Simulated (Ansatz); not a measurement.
# SiGeO (triplet): wave-function methods side by side at a displaced geometry (v1), cc-pVDZ

How much of the correlation energy of SiGeO (triplet) does each wave-function method recover here?

The runs use Ansatz 0.2.0, Gaussian basis; cc-pVDZ, core rule «outside noble gas», up to 20 orbitals frozen.

The runs, in order: UHF; CCSD(T) on ROHF; CCSD(T) on UHF; BCCD(T) on ROHF; CISD as a restricted active space (open shells left free, so some higher excitations enter); CCSDT(Q) on ROHF; CCSDT(Q) on UHF.

31 further runs of the same task are left out: 11 that didn't finish, 20 set aside as unsound or not needed. Runs told in other sessions of the task aren't counted.

## 1. The geometry

The geometry is a PBE0/def2-TZVP stationary point (not a proven minimum) with its atoms shifted at random (size 0.040 Å). No spin-orbit coupling is included. The filled d shell of Ge may be among the frozen orbitals whatever the setting's name suggests.

3 atoms, charge 0, spin multiplicity 3.

Atoms are counted from 1 here; the program's logs count them from 0.

Bond lengths: O1–Ge2 1.977 Å, O1–Si3 1.667 Å, Ge2–Si3 2.495 Å. Angles: Ge2–O1–Si3 86.0°, O1–Ge2–Si3 41.8°, O1–Si3–Ge2 52.2°.

As a file:

```xyz
3
GeOSi
O    -0.0108   -1.0214   -0.8369
Ge   -0.0117    0.0564    0.8204
Si    0.0363    0.4360   -1.6452
```

## 2. UHF

The input, in.yaml:

```yaml
crystal:
  periodic: [false, false, false]
  atoms:
    - {symbol: O, position_ang: [-0.010822, -1.021370, -0.836864]}
    - {symbol: Ge, position_ang: [-0.011655, 0.056383, 0.820418]}
    - {symbol: Si, position_ang: [0.036309, 0.436014, -1.645186]}
basis:
  gaussian: {orbitals: cc-pVDZ}
magnetization: {spin_polarized: true, initial_magnetization: 2}
hamiltonian: {xc: hf}
output: {orbitals: {seedname: orbitals}}
```

Command:

```console
> ansatz run in.yaml --threads 1 --pin off --events-out ev --progress --plain --max-ram 2393MiB
```

The runs that follow: CCSD(T) on ROHF; CCSD(T) on UHF; BCCD(T) on ROHF; CISD as a restricted active space (open shells left free, so some higher excitations enter); CCSDT(Q) on ROHF; CCSDT(Q) on UHF.

**Question.** What will the summary of the whole plan be? Wanted: UCCSDT(Q) from the RHF energy; RMP2 from UCCSDT(Q); UMP2 from UCCSDT(Q); RCCSD from UCCSDT(Q); RCCSD(T) from UCCSDT(Q); UCCSD(T) from UCCSDT(Q); RCCSDT(Q) from UCCSDT(Q); T1 diagnostic.

As calculated:

```
                         quantity        value
    UCCSDT(Q) from the ROHF energy  -10.0298 eV
              RMP2 from UCCSDT(Q)  +1031.6 meV
              UMP2 from UCCSDT(Q)  +1102.7 meV
             RCCSD from UCCSDT(Q)   +504.6 meV
          RCCSD(T) from UCCSDT(Q)    +93.4 meV
          UCCSD(T) from UCCSDT(Q)    +93.0 meV
         RCCSDT(Q) from UCCSDT(Q)    +15.9 meV
levels within 1 kcal/mol (43 meV)    RCCSDT(Q)
                    T1 diagnostic        0.034
```

RCCSD(T) misses by +93.4 meV, 0.9 % of the correlation energy. These misses are within one basis, not against nature; the frozen cores of restricted and unrestricted runs differ, which can shift their rows.
